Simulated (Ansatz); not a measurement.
**C4H4Sn: basis-set convergence**

How large a basis does C4H4Sn need? Two functionals are run in growing sets.

Program: Ansatz 0.2.0, Gaussian basis. Level of theory: one geometry, several basis sets. These are calculated values, not measurements.

Levels to be run: PBE0-D4/def2-SVP; ωB97M-V/def2-SVP; PBE0-D4/def2-QZVPP; ωB97M-V/def2-QZVPP; the functionals' def2-TZVPP values are taken from earlier runs.

### Step 1. The relaxed structure

The geometry comes from an earlier relaxation with PBE0-D4 in a triple-zeta def2 set; it is a stationary point, not always the lowest conformer. Sn takes the def2 core potential; no spin-orbit term is included.

SMILES `C#[C][SnH2][C]#C`, 9 atoms, charge 0, spin multiplicity 1.

Atoms are counted from 1 here; the program's logs count them from 0.

Bond lengths: C1–C2 1.206 Å, C1–H6 1.066 Å, C2–Sn3 2.077 Å, Sn3–C4 2.077 Å, Sn3–H7 1.698 Å, Sn3–H8 1.698 Å, C4–C5 1.206 Å, C5–H9 1.066 Å. Angles: C2–C1–H6 179.6°, C1–C2–Sn3 178.9°, C2–Sn3–C4 107.6°, C2–Sn3–H7 109.1°, C2–Sn3–H8 109.1°, C4–Sn3–H7 109.1°, C4–Sn3–H8 109.1°, H7–Sn3–H8 112.8°, Sn3–C4–C5 178.9°, C4–C5–H9 179.7°.

Geometry (Å):

```csv
atom,x (Å),y (Å),z (Å)
C1,1.77888,2.16219,0.08633
C2,1.31641,1.04940,0.12949
Sn3,0.55643,-0.88138,0.21296
C4,-1.47493,-0.77460,-0.20501
C5,-2.65627,-0.73452,-0.44348
H6,2.18151,3.14864,0.04664
H7,1.31842,-1.82947,-0.97163
H8,0.76854,-1.49406,1.78217
H9,-3.70051,-0.69259,-0.65458
```

### Step 2. PBE0-D4 in def2-SVP

in.yaml

```yaml
crystal:
  periodic: [false, false, false]
  atoms:
    - {symbol: C, position_ang: [1.778880, 2.162188, 0.086329]}
    - {symbol: C, position_ang: [1.316410, 1.049399, 0.129489]}
    - {symbol: Sn, position_ang: [0.556434, -0.881384, 0.212962]}
    - {symbol: C, position_ang: [-1.474925, -0.774603, -0.205006]}
    - {symbol: C, position_ang: [-2.656266, -0.734517, -0.443475]}
    - {symbol: H, position_ang: [2.181513, 3.148637, 0.046640]}
    - {symbol: H, position_ang: [1.318422, -1.829472, -0.971632]}
    - {symbol: H, position_ang: [0.768543, -1.494061, 1.782168]}
    - {symbol: H, position_ang: [-3.700511, -0.692585, -0.654575]}
basis:
  gaussian: {orbitals: def2-SVP}
hamiltonian: {xc: pbe0, dispersion: d4}
output: {orbitals: {seedname: orbitals}}
```

On the command line:

```bash
> ansatz run in.yaml --threads 4 --pin off --events-out ev --progress --plain --max-ram 10444MiB
```

The runs that follow: ωB97M-V in def2-SVP; PBE0-D4 in def2-QZVPP; ωB97M-V in def2-QZVPP.

Q: Predict the results of all the runs planned. Wanted: PBE0-D4: double and triple zeta above quadruple; ωB97M-V: double and triple zeta above quadruple.

**Answer**, as computed:

| quantity | value |
| --- | --- |
| PBE0-D4: double and triple zeta above quadruple | 5.33, 0.28 eV |
| ωB97M-V: double and triple zeta above quadruple | 5.54, 0.25 eV |

In words: For PBE0-D4 the step from double to triple zeta gains 5.05 eV and the next only 0.28 eV. Total energies overstate the basis error of differences, where much of it tends to cancel. The LUMO of ωB97M-V is positive and keeps falling with the basis (1.98 to 1.27 eV): an unbound level that the basis holds in place.
